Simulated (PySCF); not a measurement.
# O3Si3: relaxation and vibrations and intensities, part 1 of 2

The task, for O3Si3: 2 runs in a chain (relaxation and vibrations and intensities).

Computed with PySCF 2.14.0 (relaxation, pbe0, def2-tzvp, and further levels as typed in the inputs, unless a step's input says otherwise).

## Step 1: The system as given

Bond lengths: Si1–O2 1.687 Å, O2–Si3 1.727 Å, Si3–O4 1.723 Å, O4–Si5 1.720 Å, Si1–O6 1.783 Å, Si5–O6 1.715 Å. Angles: Si1–O2–Si3 121.5°, O2–Si1–O6 118.4°, O2–Si3–O4 119.4°, Si3–O4–Si5 120.8°, O4–Si5–O6 119.2°, Si1–O6–Si5 120.4°.

Structure file:

```xyz
6

Si    1.7349    0.0395   -0.0249
O     0.8475    1.4735   -0.0484
Si   -0.8785    1.4691    0.0225
O    -1.7226   -0.0325    0.0129
Si   -0.8671   -1.5244   -0.0119
O     0.8482   -1.5070    0.0006
```

## Step 2: Relaxation: O3Si3

File run.py:

```python
from pyscf import gto, dft
from pyscf.geomopt.geometric_solver import optimize
mol = gto.M(atom="mol.xyz", basis="def2-tzvp", verbose=4)
mf = dft.RKS(mol, xc="pbe0").density_fit().run(conv_tol=1e-9)
m = optimize(mf, maxsteps=60)
print("optimised structure (A):")
for k in range(m.natm): print(m.atom_symbol(k), *(f"{x:.8f}" for x in m.atom_coords(unit="A")[k]))
```

Run with:

```
$ python run.py
```

The log of the run:

```text
[INPUT] num. atoms = 6
[INPUT] num. electrons = 66
[INPUT] charge = 0
[INPUT] spin (= nelec alpha-beta = 2S) = 0
[INPUT] symmetry False subgroup None
[INPUT] Mole.unit = angstrom
[INPUT] Symbol           X                Y                Z      unit          X                Y                Z       unit  Magmom
[INPUT]  1 Si     1.734901000000   0.039522000000  -0.024882000000 AA    3.278487743234   0.074685755895  -0.047020165431 Bohr   0.0
[INPUT]  2 O      0.847472000000   1.473488000000  -0.048382000000 AA    1.601489978237   2.784488767833  -0.091428729359 Bohr   0.0
[INPUT]  3 Si    -0.878476000000   1.469086000000   0.022480000000 AA   -1.660079047003   2.776170193433   0.042481043280 Bohr   0.0
[INPUT]  4 O     -1.722638000000  -0.032466000000   0.012934000000 AA   -3.255314031769  -0.061351848360   0.024441717695 Bohr   0.0
[INPUT]  5 Si    -0.867125000000  -1.524427000000  -0.011933000000 AA   -1.638628765763  -2.880749526892  -0.022550101844 Bohr   0.0
[INPUT]  6 O      0.848228000000  -1.507041000000   0.000594000000 AA    1.602918611188  -2.847894748491   0.001122497318 Bohr   0.0

nuclear repulsion = 395.408552560977
number of shells = 72
number of NR pGTOs = 327
number of NR cGTOs = 204
basis = def2-tzvp
ecp = {}

******** <class 'pyscf.df.df_jk.DFRKS'> ********
method = DFRKS
initial guess = minao
damping factor = 0
level_shift factor = 0
DIIS = <class 'pyscf.scf.diis.CDIIS'>
diis_start_cycle = 1
diis_space = 8
diis_damp = 0
SCF conv_tol = 1e-09
SCF conv_tol_grad = None
SCF max_cycles = 50
direct_scf = False
XC library pyscf.dft.libxc version 7.0.0
    S. Lehtola, C. Steigemann, M. J.T. Oliveira, and M. A.L. Marques.,  SoftwareX 7, 1–5 (2018)
XC functionals = pbe0
    C. Adamo and V. Barone.,  J. Chem. Phys. 110, 6158 (1999)
    M. Ernzerhof and G. E. Scuseria.,  J. Chem. Phys. 110, 5029 (1999)
radial grids:
    Treutler-Ahlrichs [JCP 102, 346 (1995); DOI:10.1063/1.469408] (M4) radial grids

becke partition: Becke, JCP 88, 2547 (1988); DOI:10.1063/1.454033
pruning grids: <function nwchem_prune at 0x762cf8f81bc0>
grids dens level: 3
symmetrized grids: False
atomic radii adjust function: <function treutler_atomic_radii_adjust at 0x762cf8f828e0>
small_rho_cutoff = 0
Set gradient conv threshold to 3.16228e-05
Initial guess from minao.
tot grids = 99792
******** <class 'pyscf.df.df.DF'> ********
auxbasis = def2-tzvp-jkfit
init E= -1094.22679093758
  HOMO = -0.247067051330992  LUMO = -0.0971021049995021  gap/eV = 4.08075
cycle= 1 E= -1093.49793295391  delta_E= 0.729  |g|= 1.33  |ddm|=  2.3
  HOMO = -0.192016920023602  LUMO = -0.0752742102888661  gap/eV = 3.17673
cycle= 2 E= -1092.45687682191  delta_E= 1.04  |g|=  2.6  |ddm|= 1.85
  HOMO = -0.2559215028143  LUMO = -0.0930608384324919  gap/eV = 4.43166
cycle= 3 E= -1093.81679516554  delta_E= -1.36  |g|= 0.135  |ddm|= 1.32
  HOMO = -0.247147772678713  LUMO = -0.0871703272239954  gap/eV = 4.35321
cycle= 4 E= -1093.81652448695  delta_E= 0.000271  |g|= 0.151  |ddm|= 0.165
  HOMO = -0.250122515825363  LUMO = -0.0869984590681535  gap/eV = 4.43883
cycle= 5 E= -1093.82077157076  delta_E= -0.00425  |g|= 0.0243  |ddm|= 0.0773
  HOMO = -0.251156261453583  LUMO = -0.087987204309276  gap/eV = 4.44006
cycle= 6 E= -1093.8208861707  delta_E= -0.000115  |g|= 0.00373  |ddm|= 0.0174
  HOMO = -0.250981544832553  LUMO = -0.0878472827805142  gap/eV = 4.43911
cycle= 7 E= -1093.82088704362  delta_E= -8.73e-07  |g|= 0.00358  |ddm|= 0.00386
  HOMO = -0.251010993290498  LUMO = -0.0878292071968853  gap/eV = 4.44040
cycle= 8 E= -1093.82088942929  delta_E= -2.39e-06  |g|= 0.000504  |ddm|= 0.00188
  HOMO = -0.251037089263366  LUMO = -0.0878489374006702  gap/eV = 4.44058
cycle= 9 E= -1093.8208894818  delta_E= -5.25e-08  |g|= 7.51e-05  |ddm|= 0.000343
  HOMO = -0.251036655466161  LUMO = -0.0878548304904054  gap/eV = 4.44040
cycle= 10 E= -1093.82088948301  delta_E= -1.21e-09  |g|= 2.26e-05  |ddm|= 8.85e-05
  HOMO = -0.251037138499101  LUMO = -0.0878532071438822  gap/eV = 4.44046
cycle= 11 E= -1093.82088948314  delta_E= -1.27e-10  |g|= 7.74e-06  |ddm|= 3.12e-05
  HOMO = -0.251036529882661  LUMO = -0.0878537181741231  gap/eV = 4.44043
Extra cycle  E= -1093.82088948313  delta_E= 7.28e-12  |g|= 9.46e-06  |ddm|= 1.75e-05
converged SCF energy = -1093.82088948313
Create scanner for <class 'pyscf.df.grad.rks.Gradients'>
Create scanner for <class 'pyscf.df.df_jk.DFRKS'>

Geometry optimization cycle 1
Cartesian coordinates (Angstrom)
 Atom        New coordinates             dX        dY        dZ
  Si   1.734901   0.039522  -0.024882    0.000000  0.000000  0.000000
   O   0.847472   1.473488  -0.048382    0.000000  0.000000  0.000000
  Si  -0.878476   1.469086   0.022480    0.000000 -0.000000  0.000000
   O  -1.722638  -0.032466   0.012934    0.000000  0.000000  0.000000
  Si  -0.867125  -1.524427  -0.011933    0.000000  0.000000  0.000000
   O   0.848228  -1.507041   0.000594    0.000000  0.000000  0.000000

WARN: Mole.unit (angstrom) is changed to Bohr

New geometry
   1 Si     1.734901000000   0.039522000000  -0.024882000000 AA    3.278487743234   0.074685755895  -0.047020165431 Bohr
   2 O      0.847472000000   1.473488000000  -0.048382000000 AA    1.601489978237   2.784488767833  -0.091428729359 Bohr
   3 Si    -0.878476000000   1.469086000000   0.022480000000 AA   -1.660079047003   2.776170193433   0.042481043280 Bohr
   4 O     -1.722638000000  -0.032466000000   0.012934000000 AA   -3.255314031769  -0.061351848360   0.024441717695 Bohr
   5 Si    -0.867125000000  -1.524427000000  -0.011933000000 AA   -1.638628765763  -2.880749526892  -0.022550101844 Bohr
   6 O      0.848228000000  -1.507041000000   0.000594000000 AA    1.602918611188  -2.847894748491   0.001122497318 Bohr

******** <class 'pyscf.scf.hf.DFRKS_Scanner'> ********
method = DFRKS_Scanner
initial guess = minao
damping factor = 0
level_shift factor = 0
DIIS = <class 'pyscf.scf.diis.CDIIS'>
diis_start_cycle = 1
diis_space = 8
diis_damp = 0
SCF conv_tol = 1e-09
SCF conv_tol_grad = None
SCF max_cycles = 50
direct_scf = False
XC library pyscf.dft.libxc version 7.0.0
    S. Lehtola, C. Steigemann, M. J.T. Oliveira, and M. A.L. Marques.,  SoftwareX 7, 1–5 (2018)
XC functionals = pbe0
    C. Adamo and V. Barone.,  J. Chem. Phys. 110, 6158 (1999)
    M. Ernzerhof and G. E. Scuseria.,  J. Chem. Phys. 110, 5029 (1999)
radial grids:
    Treutler-Ahlrichs [JCP 102, 346 (1995); DOI:10.1063/1.469408] (M4) radial grids

becke partition: Becke, JCP 88, 2547 (1988); DOI:10.1063/1.454033
pruning grids: <function nwchem_prune at 0x762cf8f81bc0>
grids dens level: 3
symmetrized grids: False
atomic radii adjust function: <function treutler_atomic_radii_adjust at 0x762cf8f828e0>
small_rho_cutoff = 0
Set gradient conv threshold to 3.16228e-05
tot grids = 99792
******** <class 'pyscf.df.df.DF'> ********
auxbasis = def2-tzvp-jkfit
init E= -1093.82088948313
  HOMO = -0.251037201694974  LUMO = -0.0878533499440815  gap/eV = 4.44046
cycle= 1 E= -1093.82088948311  delta_E= 2.18e-11  |g|= 1.4e-05  |ddm|= 2.06e-05
  HOMO = -0.251036226026466  LUMO = -0.0878536573349387  gap/eV = 4.44042
Extra cycle  E= -1093.82088948303  delta_E= 7.87e-11  |g|= 2.47e-05  |ddm|= 2.73e-05
converged SCF energy = -1093.82088948303

******** <class 'pyscf.grad.rhf.Gradients_Scanner'> for <class 'pyscf.scf.hf.DFRKS_Scanner'> ********
unit = Eh/Bohr
grid_response = False
--------------- DFRKS_Scanner gradients ---------------
         x                y                z
0 Si    -0.0217400802     0.0212480893     0.0001267359
1 O     0.0332414014     0.0450741944    -0.0013692260
2 Si     0.0171986801    -0.0204820352    -0.0002692350
3 O    -0.0617615158    -0.0057728969     0.0007458444
4 Si     0.0081211217     0.0252394578     0.0001451920
5 O     0.0247606475    -0.0653581296     0.0006416438
----------------------------------------------
cycle 1: E = -1093.82088948  dE = -1093.82  norm(grad) = 0.119225

Geometry optimization cycle 2
Cartesian coordinates (Angstrom)
 Atom        New coordinates             dX        dY        dZ
  Si   1.773516   0.018123  -0.025320    0.038615 -0.021399 -0.000438
[... 623 lines left out ...]
cycle= 4 E= -1093.86834577499  delta_E= -3.52e-08  |g|= 0.00017  |ddm|= 0.000286
  HOMO = -0.260333087023145  LUMO = -0.0769206697659874  gap/eV = 4.99091
cycle= 5 E= -1093.86834578081  delta_E= -5.82e-09  |g|= 4.91e-05  |ddm|= 0.000129
  HOMO = -0.260333829242574  LUMO = -0.0769209188672893  gap/eV = 4.99092
cycle= 6 E= -1093.86834578127  delta_E= -4.61e-10  |g|= 1.98e-05  |ddm|= 4e-05
  HOMO = -0.260332708568206  LUMO = -0.0769203344637228  gap/eV = 4.99090
Extra cycle  E= -1093.86834578113  delta_E= 1.37e-10  |g|= 3.49e-05  |ddm|= 2.68e-05
converged SCF energy = -1093.86834578113

******** <class 'pyscf.grad.rhf.Gradients_Scanner'> for <class 'pyscf.scf.hf.DFRKS_Scanner'> ********
unit = Eh/Bohr
grid_response = False
--------------- DFRKS_Scanner gradients ---------------
         x                y                z
0 Si     0.0001046103    -0.0002134280    -0.0000443918
1 O    -0.0002050115     0.0002242394     0.0000557020
2 Si     0.0002057715     0.0000999459    -0.0000579866
3 O    -0.0000138344    -0.0002580358     0.0000266372
4 Si    -0.0001695660     0.0000997628    -0.0000211823
5 O     0.0002305522     0.0000610487     0.0000007341
----------------------------------------------
cycle 9: E = -1093.86834578  dE = -8.28355e-07  norm(grad) = 0.000610814

Geometry optimization cycle 10
Cartesian coordinates (Angstrom)
 Atom        New coordinates             dX        dY        dZ
  Si   1.764980   0.001597  -0.027481   -0.005412 -0.000401  0.001184
   O   0.705290   1.287280  -0.012529   -0.004940 -0.000688  0.003015
  Si  -0.942747   1.531098  -0.000223   -0.005398 -0.000407 -0.000808
   O  -1.526564  -0.029398   0.015103   -0.005524  0.000061  0.001039
  Si  -0.913475  -1.578592   0.014263   -0.005354 -0.000405  0.003628
   O   0.729645  -1.303892  -0.012221   -0.005714 -0.000892 -0.000219
New geometry
   1 Si     1.764979659977   0.001597014626  -0.027480983479 AA    3.335328172784   0.003017920261  -0.051931532408 Bohr
   2 O      0.705289806025   1.287280042934  -0.012529221615 AA    1.332804571836   2.432606726763  -0.023676797406 Bohr
   3 Si    -0.942747132534   1.531098295801  -0.000223492881 AA   -1.781533885208   2.893356448852  -0.000422340336 Bohr
   4 O     -1.526563934559  -0.029398452578   0.015102935773 AA   -2.884787747955  -0.055555023859   0.028540412287 Bohr
   5 Si    -0.913474791495  -1.578591510468   0.014262688428 AA   -1.726217177620  -2.983105617348   0.026952574929 Bohr
   6 O      0.729645261807  -1.303892464203  -0.012220758372 AA    1.378829712902  -2.463999653229  -0.023093886358 Bohr

******** <class 'pyscf.scf.hf.DFRKS_Scanner'> ********
method = DFRKS_Scanner
initial guess = minao
damping factor = 0
level_shift factor = 0
DIIS = <class 'pyscf.scf.diis.CDIIS'>
diis_start_cycle = 1
diis_space = 8
diis_damp = 0
SCF conv_tol = 1e-09
SCF conv_tol_grad = None
SCF max_cycles = 50
direct_scf = False
XC library pyscf.dft.libxc version 7.0.0
    S. Lehtola, C. Steigemann, M. J.T. Oliveira, and M. A.L. Marques.,  SoftwareX 7, 1–5 (2018)
XC functionals = pbe0
    C. Adamo and V. Barone.,  J. Chem. Phys. 110, 6158 (1999)
    M. Ernzerhof and G. E. Scuseria.,  J. Chem. Phys. 110, 5029 (1999)
radial grids:
    Treutler-Ahlrichs [JCP 102, 346 (1995); DOI:10.1063/1.469408] (M4) radial grids

becke partition: Becke, JCP 88, 2547 (1988); DOI:10.1063/1.454033
pruning grids: <function nwchem_prune at 0x762cf8f81bc0>
grids dens level: 3
symmetrized grids: False
atomic radii adjust function: <function treutler_atomic_radii_adjust at 0x762cf8f828e0>
small_rho_cutoff = 0
Set gradient conv threshold to 3.16228e-05
tot grids = 99792
******** <class 'pyscf.df.df.DF'> ********
auxbasis = def2-tzvp-jkfit
init E= -1093.86828479633
  HOMO = -0.260358017822526  LUMO = -0.0769460519967054  gap/eV = 4.99089
cycle= 1 E= -1093.8683454323  delta_E= -6.06e-05  |g|= 0.00073  |ddm|= 0.00581
  HOMO = -0.260327482604571  LUMO = -0.0769198557517234  gap/eV = 4.99078
cycle= 2 E= -1093.86834563062  delta_E= -1.98e-07  |g|= 0.000379  |ddm|= 0.000987
  HOMO = -0.260338788560075  LUMO = -0.0769253201641972  gap/eV = 4.99093
cycle= 3 E= -1093.86834566241  delta_E= -3.18e-08  |g|= 0.000194  |ddm|= 0.000447
  HOMO = -0.260333913492794  LUMO = -0.076923639593792  gap/eV = 4.99085
cycle= 4 E= -1093.8683456684  delta_E= -5.99e-09  |g|= 0.0001  |ddm|= 0.000137
  HOMO = -0.260335124257235  LUMO = -0.076923911924381  gap/eV = 4.99087
cycle= 5 E= -1093.86834567039  delta_E= -1.99e-09  |g|= 1.92e-05  |ddm|= 6.61e-05
  HOMO = -0.260335398028638  LUMO = -0.0769241315008525  gap/eV = 4.99087
cycle= 6 E= -1093.86834567046  delta_E= -6.18e-11  |g|= 1.09e-05  |ddm|= 1.68e-05
  HOMO = -0.26033497126755  LUMO = -0.0769237688110715  gap/eV = 4.99087
Extra cycle  E= -1093.86834567041  delta_E= 4.52e-11  |g|= 1.93e-05  |ddm|= 1.4e-05
converged SCF energy = -1093.86834567041

******** <class 'pyscf.grad.rhf.Gradients_Scanner'> for <class 'pyscf.scf.hf.DFRKS_Scanner'> ********
unit = Eh/Bohr
grid_response = False
--------------- DFRKS_Scanner gradients ---------------
         x                y                z
0 Si     0.0000962975     0.0000427551    -0.0000452499
1 O     0.0000296620     0.0001036720     0.0000800388
2 Si     0.0000505923     0.0000249138    -0.0000760675
3 O    -0.0000626360    -0.0000366011     0.0000218676
4 Si    -0.0000124745     0.0000030798     0.0000033596
5 O     0.0000503656    -0.0001241645    -0.0000245385
----------------------------------------------
cycle 10: E = -1093.86834567  dE = 1.10721e-07  norm(grad) = 0.000254209

Geometry optimization cycle 11
Cartesian coordinates (Angstrom)
 Atom        New coordinates             dX        dY        dZ
  Si   1.757754   0.000882  -0.025478   -0.007225 -0.000715  0.002003
   O   0.698550   1.286209  -0.010360   -0.006739 -0.001071  0.002169
  Si  -0.949855   1.530580   0.000555   -0.007108 -0.000519  0.000779
   O  -1.533713  -0.029404   0.016543   -0.007149 -0.000005  0.001440
  Si  -0.920684  -1.579107   0.017531   -0.007209 -0.000515  0.003269
   O   0.721998  -1.304792  -0.011070   -0.007647 -0.000900  0.001151
New geometry
   1 Si     1.757754422169   0.000882451733  -0.025478316779 AA    3.321674452142   0.001667592094  -0.048147040827 Bohr
   2 O      0.698550478911   1.286209181108  -0.010359745120 AA    1.320069089325   2.430583091195  -0.019577080997 Bohr
   3 Si    -0.949855090324   1.530579504528   0.000555142732 AA   -1.794965978736   2.892376075430   0.001049067723 Bohr
   4 O     -1.533713086914  -0.029403841081   0.016542660863 AA   -2.898297687928  -0.055565206653   0.031261098403 Bohr
   5 Si    -0.920684048268  -1.579106725949   0.017531297967 AA   -1.739840698482  -2.984079233502   0.033129351766 Bohr
   6 O      0.721997943159  -1.304792297918  -0.011069771364 AA    1.364378375069  -2.465700092506  -0.020918836139 Bohr

******** <class 'pyscf.scf.hf.DFRKS_Scanner'> ********
method = DFRKS_Scanner
initial guess = minao
damping factor = 0
level_shift factor = 0
DIIS = <class 'pyscf.scf.diis.CDIIS'>
diis_start_cycle = 1
diis_space = 8
diis_damp = 0
SCF conv_tol = 1e-09
SCF conv_tol_grad = None
SCF max_cycles = 50
direct_scf = False
XC library pyscf.dft.libxc version 7.0.0
    S. Lehtola, C. Steigemann, M. J.T. Oliveira, and M. A.L. Marques.,  SoftwareX 7, 1–5 (2018)
XC functionals = pbe0
    C. Adamo and V. Barone.,  J. Chem. Phys. 110, 6158 (1999)
    M. Ernzerhof and G. E. Scuseria.,  J. Chem. Phys. 110, 5029 (1999)
radial grids:
    Treutler-Ahlrichs [JCP 102, 346 (1995); DOI:10.1063/1.469408] (M4) radial grids

becke partition: Becke, JCP 88, 2547 (1988); DOI:10.1063/1.454033
pruning grids: <function nwchem_prune at 0x762cf8f81bc0>
grids dens level: 3
symmetrized grids: False
atomic radii adjust function: <function treutler_atomic_radii_adjust at 0x762cf8f828e0>
small_rho_cutoff = 0
Set gradient conv threshold to 3.16228e-05
tot grids = 99792
******** <class 'pyscf.df.df.DF'> ********
auxbasis = def2-tzvp-jkfit
init E= -1093.86838740252
  HOMO = -0.260324839804111  LUMO = -0.0769014833509886  gap/eV = 4.99120
cycle= 1 E= -1093.86834505503  delta_E= 4.23e-05  |g|= 0.0005  |ddm|= 0.00333
  HOMO = -0.260336285311074  LUMO = -0.0769194894390582  gap/eV = 4.99103
cycle= 2 E= -1093.86834512069  delta_E= -6.57e-08  |g|= 0.000306  |ddm|= 0.00066
  HOMO = -0.260337855309599  LUMO = -0.0769157872481717  gap/eV = 4.99117
cycle= 3 E= -1093.86834514329  delta_E= -2.26e-08  |g|= 9.91e-05  |ddm|= 0.000353
  HOMO = -0.260336311899021  LUMO = -0.0769159344502195  gap/eV = 4.99112
cycle= 4 E= -1093.86834514528  delta_E= -1.99e-09  |g|= 5.68e-05  |ddm|= 9.56e-05
  HOMO = -0.260336945201787  LUMO = -0.0769159426997543  gap/eV = 4.99114
cycle= 5 E= -1093.86834514584  delta_E= -5.56e-10  |g|= 2.23e-05  |ddm|= 3.92e-05
  HOMO = -0.260336515875178  LUMO = -0.0769160126690273  gap/eV = 4.99113
Extra cycle  E= -1093.86834514566  delta_E= 1.82e-10  |g|= 3.88e-05  |ddm|= 3.76e-05
converged SCF energy = -1093.86834514566

******** <class 'pyscf.grad.rhf.Gradients_Scanner'> for <class 'pyscf.scf.hf.DFRKS_Scanner'> ********
unit = Eh/Bohr
grid_response = False
--------------- DFRKS_Scanner gradients ---------------
         x                y                z
0 Si     0.0000384726     0.0002654435    -0.0000327916
1 O     0.0002549251    -0.0000809507     0.0000782504
2 Si    -0.0001165723    -0.0000616614    -0.0000713493
3 O    -0.0000524995     0.0002027665     0.0000070820
4 Si     0.0001685968    -0.0000927353     0.0000247610
5 O    -0.0001412871    -0.0002192354    -0.0000456929
----------------------------------------------
cycle 11: E = -1093.86834515  dE = 5.24755e-07  norm(grad) = 0.000569941
optimised structure (A):
Si 1.75775442 0.00088245 -0.02547832
O 0.69855048 1.28620918 -0.01035975
Si -0.94985509 1.53057950 0.00055514
O -1.53371309 -0.02940384 0.01654266
Si -0.92068405 -1.57910673 0.01753130
O 0.72199794 -1.30479230 -0.01106977
```

It took 2 min on 2 threads of Intel Xeon Platinum 8488C (Sapphire Rapids), shared host.

(Continued in part 2 of 2.)
